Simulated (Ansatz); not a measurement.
**C6H12S: a ladder of functionals and wavefunction methods**

How much do the methods differ for C6H12S? The plan is to run it at one geometry with functionals of several rungs and with coupled cluster, and see how far each lands from CCSD(T) at the basis-set limit for the atomisation energy.

Program: Ansatz 0.2.0, Gaussian basis. Level of theory: functionals in def2-TZVPP, the program's frozen cores in correlated methods. These are calculated values, not measurements.

The runs, in order: PBE-D4, r2SCAN-D4, PBE0-D4, B3LYP-D4, ωB97X-V, ωB97M-V, B2PLYP; CCSD(T)/def2-TZVPP; MP2/def2-QZVPP; extrapolation to the limit.

### 1 The geometry

The geometry comes from an earlier relaxation with PBE0-D4 in a triple-zeta def2 set; it is a stationary point, not always the lowest conformer.

SMILES `SC1CCCCC1`, 19 atoms, charge 0, spin multiplicity 1.

Atoms are counted from 1 here; the program's logs count them from 0.

Bond lengths: S1–C2 1.830 Å, S1–H8 1.342 Å, C2–C3 1.527 Å, C2–C7 1.525 Å, C2–H9 1.092 Å, C3–C4 1.523 Å, C3–H10 1.093 Å, C3–H11 1.097 Å, C4–C5 1.523 Å, C4–H12 1.095 Å, C4–H13 1.094 Å, C5–C6 1.523 Å, C5–H14 1.098 Å, C5–H15 1.094 Å, C6–C7 1.521 Å, C6–H16 1.095 Å, C6–H17 1.094 Å, C7–H18 1.094 Å and more. Angles: C2–S1–H8 96.5°, S1–C2–C3 108.1°, S1–C2–C7 112.8°, S1–C2–H9 106.4°, C3–C2–C7 110.9°, C3–C2–H9 108.8°, C7–C2–H9 109.7°, C2–C3–C4 112.7°, C2–C3–H10 110.0°, C2–C3–H11 107.2°, C4–C3–H10 110.9°, C4–C3–H11 109.0°, H10–C3–H11 106.7°, C3–C4–C5 111.2°, C3–C4–H12 109.7°, C3–C4–H13 109.5°, C5–C4–H12 109.4°, C5–C4–H13 110.5° and more.

### 2 PBE-D4 (GGA)

Input file in.yaml:

```yaml
crystal:
  periodic: [false, false, false]
  atoms:
    - {symbol: S, position_ang: [-1.050912, -1.780134, 1.344778]}
    - {symbol: C, position_ang: [-0.603786, -0.012457, 1.191919]}
    - {symbol: C, position_ang: [-1.362630, 0.566241, 0.000364]}
    - {symbol: C, position_ang: [-0.828615, 0.066283, -1.335531]}
    - {symbol: C, position_ang: [0.667220, 0.321797, -1.460858]}
    - {symbol: C, position_ang: [1.431070, -0.292872, -0.295938]}
    - {symbol: C, position_ang: [0.897285, 0.206880, 1.038285]}
    - {symbol: H, position_ang: [-0.352538, -2.016174, 2.466404]}
    - {symbol: H, position_ang: [-0.955866, 0.474259, 2.103917]}
    - {symbol: H, position_ang: [-2.430858, 0.353728, 0.097586]}
    - {symbol: H, position_ang: [-1.252561, 1.656685, 0.044089]}
    - {symbol: H, position_ang: [-1.022873, -1.007577, -1.431488]}
    - {symbol: H, position_ang: [-1.369582, 0.554399, -2.151248]}
    - {symbol: H, position_ang: [0.847015, 1.404662, -1.481608]}
    - {symbol: H, position_ang: [1.040852, -0.073897, -2.409637]}
    - {symbol: H, position_ang: [1.336322, -1.382963, -0.334119]}
    - {symbol: H, position_ang: [2.497590, -0.063774, -0.375069]}
    - {symbol: H, position_ang: [1.432568, -0.262064, 1.868971]}
    - {symbol: H, position_ang: [1.080311, 1.286970, 1.119180]}
basis:
  gaussian: {orbitals: def2-TZVPP}
hamiltonian: {xc: pbe, dispersion: d4}
output: {forces: true, orbitals: {seedname: orbitals}}
```

Run with:

```console
$ ansatz run in.yaml --threads 2 --pin off --events-out ev --progress --plain --max-ram 32768MiB --backend cuda --devices 0, --max-vram 18GiB
```

The runs that follow: r2SCAN-D4 (meta-GGA); PBE0-D4 (hybrid); B3LYP-D4 (hybrid); ωB97X-V (range-separated); ωB97M-V (range-separated); B2PLYP (double hybrid); CCSD(T) in def2-TZVPP; MP2 in def2-QZVPP.

**Question.** What will the summary of the whole plan be? Wanted: atomisation energy, CCSD(T)/CBS; farthest; mean size of error, hybrid; mean size of error, range-separated; gap, smallest and largest; T1 diagnostic; triples share of the correlation energy.

The runs gave:

| quantity | value |
| --- | --- |
| atomisation energy, CCSD(T)/CBS | 7626.8 kJ/mol |
| functionals within 38.1 kJ/mol (0.5 %) | r2SCAN-D4, B3LYP-D4, ωB97X-V, ωB97M-V |
| farthest | PBE-D4 (+161.6 kJ/mol) |
| mean size of error, hybrid | 42.3 kJ/mol |
| mean size of error, range-separated | 28.4 kJ/mol |
| gap, smallest and largest | 5.00 eV (PBE-D4), 11.55 eV (ωB97X-V) |
| T1 diagnostic | 0.0094 |
| triples share of the correlation energy | 4.1 % |

In words: PBE-D4 is off by +161.6 kJ/mol. Double hybrids carry the basis error of their MP2 part in triple zeta, and no dispersion term here, so their miss is partly the set-up's. Misses under about 38.1 kJ/mol are within the doubt on the reference itself, which lacks core-valence correlation, relativity and higher excitations. Hartree-Fock recovers 75 % of the binding; the rest is correlation. Orbital gaps span 5.0 to 11.6 eV; exact exchange widens them.
